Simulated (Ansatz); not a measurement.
Predict the output of the script below (Ansatz 0.2.0 through its Python package).

Contents of `morh.extxyz`:
```text
2
Lattice="2.79543276 0.0 0.0 -1.39771638 2.42091578 0.0 0.0 0.0 4.437367" Properties=species:S:1:pos:R:3 pbc="T T T"
Mo    0.00000000    0.00000000    2.21868350
Rh   -0.00000001    1.61394386    0.00000000
```

`morh.py`
```python
import warnings

import ansatz as az
import numpy as np

cell = az.Crystal.from_extxyz("morh.extxyz")

base = (
    cell.calculation()
    .functional("pbesol")
    .basis(21 * az.Ha)
    .kpoints(12, 12, 7)
    .occupations("gaussian", width=0.15)
    .scf(extra_bands=10)
    .density_of_states(projected=True, energy_step=0.05)
)
with warnings.catch_warnings(record=True) as caught:
    warnings.simplefilter("always")
    result = base.run(threads=1, pin="off")
print("warnings raised:", sorted(w.category.__name__ for w in caught) or "none")
summary = result.report

dos = result.density_of_states()
energy = np.asarray(dos.energies_ev) - dos.fermi_ev
curves = {}
for site in result.projected_density_of_states().sites:
    for shell in site.shells:
        weight = sum(np.sum(curve.g_bin_mean_per_ev, axis=0) for curve in shell.curves)
        name = f"{site.species} {shell.label}"
        curves[name] = curves.get(name, 0) + weight

print("E-EF   " + " ".join(f"{name:>8s}" for name in curves))
for e in np.arange(-8, 4 + 0.1, 0.5):
    print(f"{e:5.1f}  " + " ".join(f"{np.interp(e, energy, g):8.3f}" for g in curves.values()))
```

Running `python morh.py` prints:
```text
warnings raised: none
E-EF      Mo 4S    Mo 5S    Mo 4P    Mo 4D    Rh 4S    Rh 5S    Rh 4P    Rh 4D
 -8.0     0.000    0.000    0.000    0.000    0.000    0.000    0.000    0.000
 -7.5     0.000    0.000    0.000    0.000    0.000    0.000    0.000    0.000
 -7.0     0.004    0.037    0.000    0.001    0.001    0.034    0.000    0.000
 -6.5     0.006    0.065    0.002    0.003    0.002    0.066    0.001    0.003
 -6.0     0.006    0.089    0.003    0.010    0.002    0.103    0.002    0.012
 -5.5     0.008    0.133    0.006    0.143    0.003    0.179    0.004    0.207
 -5.0     0.015    0.254    0.015    0.894    0.004    0.274    0.010    1.455
 -4.5     0.009    0.199    0.016    0.895    0.001    0.100    0.008    1.734
 -4.0     0.002    0.073    0.014    0.705    0.001    0.085    0.007    1.408
 -3.5     0.000    0.027    0.007    0.316    0.000    0.041    0.005    0.873
 -3.0     0.003    0.100    0.019    1.367    0.000    0.130    0.013    2.111
 -2.5     0.001    0.081    0.017    0.885    0.000    0.108    0.007    2.178
 -2.0     0.000    0.033    0.005    0.391    0.000    0.024    0.002    1.369
 -1.5     0.001    0.028    0.010    1.845    0.000    0.062    0.013    1.893
 -1.0     0.000    0.144    0.012    1.494    0.000    0.049    0.009    0.856
 -0.5     0.001    0.092    0.011    1.186    0.000    0.046    0.004    0.839
  0.0     0.001    0.067    0.005    0.822    0.000    0.030    0.003    0.795
  0.5     0.001    0.087    0.004    1.029    0.000    0.031    0.002    0.674
  1.0     0.001    0.076    0.003    1.048    0.000    0.026    0.002    0.522
  1.5     0.001    0.064    0.003    1.399    0.000    0.033    0.001    0.509
  2.0     0.001    0.060    0.002    1.594    0.000    0.068    0.002    0.581
  2.5     0.001    0.056    0.002    2.653    0.000    0.090    0.001    0.630
  3.0     0.001    0.041    0.001    0.441    0.001    0.095    0.000    0.085
  3.5     0.001    0.052    0.001    0.396    0.001    0.108    0.000    0.058
  4.0     0.003    0.075    0.001    0.499    0.001    0.133    0.000    0.052
```

Reading the output:
- The mesh is modest for a metal, so energies can be off by several to tens of meV an atom and pressures by half a GPa or more; differences at equal mesh fare better.
- The structure comes from a database of computed cells and needn't be a stable or known phase.
- Curves are summed over the cell's atoms. Only shells that the potentials hold have channels, so projections don't add up to the total, least of all where a shell is missing (p of most metals); heights and places of peaks move with the mesh.
- The density of states is complete only as far up as bands were computed.
- Wall time of the script: 14 s on 1 thread of Arm Neoverse N1, with other jobs on the host, peak memory 0.44 GiB.
